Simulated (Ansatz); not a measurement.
# GeBr: what a guessed cell relaxes into

Aim: relax a trial structure of GeBr and see where it ends.

Program: Ansatz 0.2.0. Level of theory: DFT PBE, scalar-relativistic, plane waves, PAW. These are calculated values, not measurements.

**1. The system as given**

Symmetry: Fm-3m, No. 225, cubic system. The conventional cell has a = 5.938 Å, b = 5.938 Å, c = 5.938 Å, α = 90.00°, β = 90.00°, γ = 90.00°. Ge (site symmetry m-3m) has 6 Br at 2.97 Å as nearest neighbours. Br (site symmetry m-3m) is surrounded by 6 Ge at 2.97 Å.

Structure file:

```cif
data_structure
_symmetry_space_group_name_H-M 'P 1'
_symmetry_Int_Tables_number 1
_cell_length_a 4.1990
_cell_length_b 4.1990
_cell_length_c 4.1990
_cell_angle_alpha 60.000
_cell_angle_beta 60.000
_cell_angle_gamma 60.000
_cell_volume 52.35
loop_
_atom_site_label
_atom_site_type_symbol
_atom_site_fract_x
_atom_site_fract_y
_atom_site_fract_z
_atom_site_occupancy
Ge1 Ge 0.50000 0.50000 0.50000 1
Br1 Br 0.00000 0.00000 0.00000 1
```

A structure generator made this guess: species swapped into a database cell of YbAs (Fm-3m, No. 225), with Br on the Yb sites and Ge on the As sites. Lengths come from tabulated atomic sizes and are only a guess.

**2. A first look at the guess**

input.yaml

```yaml
crystal:
  lattice:
    - [0.0, 2.96912474, 2.96912474]
    - [2.96912474, 0.0, 2.96912474]
    - [2.96912474, 2.96912474, 0.0]
  atoms:
    - { symbol: Ge, position: [0.5, 0.5, 0.5] }
    - { symbol: Br, position: [0.0, 0.0, 0.0] }
basis:
  ecutwfc: 420
kpoints:
  mp_grid: { grid: [6, 6, 6] }
hamiltonian:
  xc: pbe
scf:
  occupations: { method: gaussian, width: 0.1 }
  lower_state_search: "off"
output:
  forces: true
  stress: true
  eigenvalues: true
```

Command:

```bash
$ ansatz run input.yaml --threads 1 --pin off --max-ram 2560MiB --backend cpu --events-out ev --progress --plain --runs-dir out
```

Further runs follow: full relaxation.

Before running it: what results should come out? Wanted: conventional cell; volume; energy over the elements; gap on the mesh.

As calculated:

```
                              quantity                                                                      value
symmetry at the end (tolerance 0.05 Å)                                                space group Fm-3m (No. 225)
                     conventional cell  a = 6.050 Å, b = 6.050 Å, c = 6.050 Å, α = 90.00°, β = 90.00°, γ = 90.00°
                                volume                                                              27.68 Å³/atom
              energy over the elements                                                              +0.24 eV/atom
                       gap on the mesh                                                               none (metal)
```

The space group Fm-3m (No. 225) is kept, and the volume per atom grows by 5.7 % from the first guess. With a positive formation energy it can't be a ground state. No finished test with a distortion of lower symmetry is shown, so the end may be a saddle point. Spin polarisation is off in the runs that give these values; a magnetic solution could lie lower.
